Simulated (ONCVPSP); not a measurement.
**An ONCV potential for Ir, from input to tests**

Do these settings give a usable potential? It is generated, then checked for transferability, scattering, ghosts and hardness.

The numbers are computed with ONCVPSP 4.0.1 (PBE, scalar-relativistic, spin-unpolarised reference atom).

## 1. The atom and the settings

The settings as typed:

```
element                 : iridium (Ir, Z = 77)
type                    : optimised norm-conserving Vanderbilt (ONCV)
frozen core             : [Kr] 4d10
valence charge          : 31
reference configuration : 4f14 5s2 5p6 5d7 6s2
partial waves           : 5s+6s: rc 1.55 bohr, ncon 4, nbas 9, qcut 8.4 1/bohr, 2 projectors; 5p: rc 1.10 bohr, ncon 3, nbas 6, qcut 7.7 1/bohr, 2 projectors, debl 1.1 Ha; 5d: rc 1.50 bohr, ncon 4, nbas 7, qcut 7.2 1/bohr, 2 projectors, debl 1.1 Ha; 4f: rc 1.05 bohr, ncon 4, nbas 9, qcut 13.4 1/bohr, 2 projectors, debl 3.8 Ha
local potential         : polynomial inside 0.85 bohr (lpopt 5, dvloc0 1 Ha)
core correction         : Teter function, fcfact 3.75, rcfact 1.3
```

The outer shells as boxes (Hund's rule for the drawing; the calculation is spin-unpolarised):

```
[Kr] core
4d [↑↓][↑↓][↑↓][↑↓][↑↓]
4f [↑↓][↑↓][↑↓][↑↓][↑↓][↑↓][↑↓]
5s [↑↓]
5p [↑↓][↑↓][↑↓]
5d [↑↓][↑↓][↑ ][↑ ][↑ ]
6s [↑↓]
```

The nodes and maxima of the atom's own shells, from an earlier all-electron run, set the scale for the radii.

All-electron outer shells of the reference configuration (PBE, scalar-relativistic, ld1.x):

| shell | level (eV) | outermost node (bohr) | outermost maximum (bohr) |
| --- | --- | --- | --- |
| 4d | -290.99 | 0.21 | 0.42 |
| 5s | -97.99 | 0.50 | 0.89 |
| 4f | -62.19 | – | 0.39 |
| 5p | -54.70 | 0.54 | 1.01 |
| 5d | -7.15 | 0.59 | 1.29 |
| 6s | -6.33 | 1.17 | 2.38 |
| 6p | -1.22 | 1.39 | 3.47 |

## 2. The generation run

Ir.dat reads:

```
# ATOM AND REFERENCE CONFIGURATION
# atsym  z   nc   nv     iexc    psfile
  Ir 77.00    9    5        4      upf
#
#   n    l    f
    1    0    2.00
    2    0    2.00
    2    1    6.00
    3    0    2.00
    3    1    6.00
    3    2   10.00
    4    0    2.00
    4    1    6.00
    4    2   10.00
    4    3   14.00
    5    0    2.00
    5    1    6.00
    5    2    7.00
    6    0    2.00
#
# PSEUDOPOTENTIAL AND OPTIMIZATION
# lmax
    3
#
#   l,   rc,      ep,       ncon, nbas, qcut
    0    1.55    0.00    4    9    8.40
    1    1.10    0.00    3    6    7.70
    2    1.50    0.00    4    7    7.20
    3    1.05    0.00    4    9   13.40
#
# LOCAL POTENTIAL
# lloc, lpopt,  rc(5),   dvloc0
    4    5    0.85    1.00
#
# VANDERBILT-KLEINMAN-BYLANDER PROJECTORs
# l, nproj, debl
    0    2    2.50
    1    2    1.10
    2    2    1.10
    3    2    3.80
#
# MODEL CORE CHARGE
# icmod, fcfact, rcfact
    3    3.75    1.30
#
# LOG DERIVATIVE ANALYSIS
# epsh1, epsh2, depsh
   -5.00    5.00    0.04
#
# OUTPUT GRID
# rlmax, drl
    6.00    0.01
#
# TEST CONFIGURATIONS
# ncnf
    4
# nvcnf
#   n    l    f
    5
    4    3   14.00
    5    0    2.00
    5    1    6.00
    5    2    7.00
    6    0    1.00
#
    5
    4    3   14.00
    5    0    2.00
    5    1    6.00
    5    2    7.00
    6    0    0.00
#
    5
    4    3   14.00
    5    0    2.00
    5    1    6.00
    5    2    6.00
    6    0    0.00
#
    5
    4    3   14.00
    5    0    2.00
    5    1    5.00
    5    2    7.00
    6    0    2.00
#
```

Run with:

```bash
oncvpsp.x < Ir.dat > Ir.out
```

Q: Predict the outcome of this session. Wanted: cutoffs for 1 and 0.1 mHa per electron, occupied waves; bound ghosts; GHOST(+) flags; largest test error; largest phase difference near zero energy, channels read; rms error of d²Exc/dn², without and with the model core; projector energies reset by the program.

As calculated:

| quantity | value |
| --- | --- |
| cutoffs for 1 and 0.1 mHa per electron, occupied waves | 285 Ha and 345 Ha |
| bound ghosts | s at -140.62 eV |
| GHOST(+) flags | p at 241 eV |
| largest test error (AE − PS) | -63 meV, for 4f14 5s2 5p5 5d7 6s2 |
| largest phase difference near zero energy, channels read | 0.000 rad |
| rms error of d²Exc/dn², without and with the model core | 4.60 and 2.60 mHa |
| projector energies reset by the program | p: -2.010, 0.250 Ha |

What this shows: A bound ghost (s) makes it unfit for use: electrons can fall into a state that the atom doesn't have. The worst unpolarised test, 4f14 5s2 5p5 5d7 6s2, is off by 63 meV on 60.9 eV; by total energies transferability rates as fair. That test lies far up in energy; among those under 40 eV, nearer to bonding, the largest error is 15 meV. The potential is very hard: the looser tolerance needs 285 Ha. At the looser tolerance the 4f wave is the slowest; 5p needs 55 Ha. Near zero energy the phases of the channels with partial waves agree within 0.001 rad. The program also flags highly localised states, GHOST(+) (p).
